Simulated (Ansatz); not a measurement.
Crystal: SiNi2.

```
Ni Si
1.0
     4.99000    0.00000    0.00000
     0.00000    3.72000    0.00000
     0.00000    0.00000    7.03000
Ni Si
8 4
Direct
  0.32500 0.75000 0.93700
  0.67500 0.25000 0.06300
  0.17500 0.25000 0.43700
  0.82500 0.75000 0.56300
  0.45800 0.75000 0.29700
  0.54200 0.25000 0.70300
  0.04200 0.25000 0.79700
  0.95800 0.75000 0.20300
  0.78600 0.75000 0.88600
  0.21400 0.25000 0.11400
  0.71400 0.25000 0.38600
  0.28600 0.75000 0.61400
```

| Quantity | Value |
| --- | --- |
| Program | Ansatz 0.2.0 |
| Task | relaxation of cell and atoms |
| Functional | RPBE |
| Dispersion | D3(BJ) |
| Potentials or basis | Ansatz PAW |
| Cutoff | 420 eV (not typed: the program's choice for these potentials) |
| k mesh | 6 × 7 × 4 |
| Occupations | fermi-dirac, width 0.05 eV |
| Spin | collinear spin, ferromagnetic start |
| Starting moments | [1.0, 1.0, 1.0, 1.0, 1.0, 1.0, 1.0, 1.0, 0.0, 0.0, 0.0, 0.0] μB |

At the start: volume 10.87 Å³/atom.

Q: How do energy, volume and symmetry change on relaxing?

A: It ends after 9 steps and the volume is 9.56 Å³/atom (-12.1 %); space group Pnma (No. 62, to 0.05 Å); moment 0.00 μB per cell.

Step by step:
| step | energy change (eV) | largest force (eV/Å) | volume (Å³) |
| --- | --- | --- | --- |
| 1 | 0.0000 | 0.3577 | 130.50 |
| 2 | -1.2738 | 0.2500 | 121.31 |
| 3 | -1.5764 | 0.2531 | 112.10 |
| 4 | -1.6333 | 0.2817 | 114.67 |
| 5 | -1.6483 | 0.0443 | 114.67 |
| 6 | -1.6494 | 0.0042 | 114.65 |
| 7 | -1.6390 | 0.0043 | 114.65 |
| 8 | -1.6390 | 0.0007 | 114.68 |
| 9 | -1.6390 | 0.0007 | 114.68 |

Final structure:
```
CELL_PARAMETERS angstrom
4.67973 0.00000 0.00000
0.00000 3.60820 0.00000
0.00000 0.00000 6.79163
ATOMIC_POSITIONS crystal
Ni 0.32812 0.75000 0.93699
Ni 0.67188 0.25000 0.06301
Ni 0.17188 0.25000 0.43699
Ni 0.82812 0.75000 0.56301
Ni 0.45412 0.75000 0.28434
Ni 0.54588 0.25000 0.71566
Ni 0.04588 0.25000 0.78434
Ni 0.95412 0.75000 0.21566
Si 0.80596 0.75000 0.89229
Si 0.19404 0.25000 0.10771
Si 0.69404 0.25000 0.39229
Si 0.30596 0.75000 0.60771
```

Caveat: the plane-wave basis is chosen anew once the cell has moved, so the energies of steps on either side of that aren't comparable; the volume moved by -12 % from the deposited cell, more than functionals usually miss; pairwise dispersion overbinds metals, which lowers pressure and volume; the PAW data sets come from PBE, with cores solved anew for the run's functional, which leaves a small shift of forces and pressure; the starting moments weren't kept.
